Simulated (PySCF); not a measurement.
# IrN₂: structure of the quartet

Where does quartet IrN₂ go from a end-on start, is the end point a minimum, and what are its modes, charges and moments?

Program: PySCF 2.14.0. Level of theory: PBE0, basis Ir def2-TZVP with ECP60, N def2-TZVP, scalar-relativistic core potentials, no spin–orbit coupling, density fitting. These are calculated values, not measurements.

### 1 Where the work starts

3 atoms, charge 0, spin multiplicity 4.

Bond lengths: Ir1–N2 1.988 Å, N2–N3 1.204 Å. Angles: Ir1–N2–N3 119.9°.

Z-matrix (Å, degrees; charge 0 multiplicity 4):
```
Ir
N  1 1.9879
N  2 1.2041 1 119.89
```

### 2 Finding the electronic state

The steps below are one call of a driver around PySCF. For each, scf.py gives the equivalent set-up of the SCF; relaxations use the driver's own optimiser. After this first run the driver tries any further starts and a stability analysis.

Contents of scf.py:

```python
from pyscf import gto, scf, dft
mol = gto.M(atom='''
Ir     0.000000     0.000000     0.000000
N      0.000000     0.000000     1.987900
N      1.044000     0.000000     2.587900''',
    basis={'Ir': 'def2-TZVP', 'N': 'def2-TZVP'},
    ecp={'Ir': 'def2-TZVP'},
    charge=0, spin=3)
mf = dft.UKS(mol, xc='PBE0')
mf.grids.atom_grid = (50, 194)
aux = {'Ir': 'def2-universal-JKFIT', 'N': 'def2-universal-JKFIT'}
mf = mf.density_fit(auxbasis=aux)
mf.conv_tol = 1e-08
mf.diis_space = 10
mf.max_cycle = 60
mf.init_guess = 'minao'
mf.verbose = 4
mf.kernel()
```

On the command line:

```sh
OMP_NUM_THREADS=2 python axn.py task.json out
```

The runs that follow: Relaxing the quartet from the end-on start; Is it a minimum? Harmonic modes.

Before running it: what results should come out? Wanted: minimum; geometry; wavenumbers; dipole moment; highest occupied, lowest empty level; polar-tensor charge of Ir1; zero-point energy; atomisation energy; ⟨S²⟩.

As calculated:

| quantity | value |
| --- | --- |
| minimum | quartet, C∞v |
| geometry | Ir–N 2.043 Å, N–N 1.102 Å; Ir–N–N 180.0° |
| wavenumbers (cm⁻¹) | 85 (π), 282 (σ+), 2323 (σ+) |
| dipole moment | 1.00 D |
| highest occupied, lowest empty level (either spin) | -5.43, -3.49 eV |
| polar-tensor charge of Ir1 | -0.16 e |
| zero-point energy | 16.6 kJ/mol |
| entropy at 298.15 K | 297.8 J/(mol K) |
| atomisation energy (no zero-point energy) | 986 kJ/mol |
| ⟨S²⟩ | 3.771 |

**Reading.** The end-on start (Cs) ends in a minimum of C∞v symmetry. The strongest infrared band lies at 2323 cm⁻¹ (σ+). Most of the spin sits on Ir1 (Mulliken spin 3.06, against 3 for the whole molecule). Only this shape and spin were tried, so other structures or states may lie lower. Open d and f shells are described by one determinant, and the ground state may have another occupation or spin. With an element this heavy the missing spin–orbit coupling can shift these numbers.
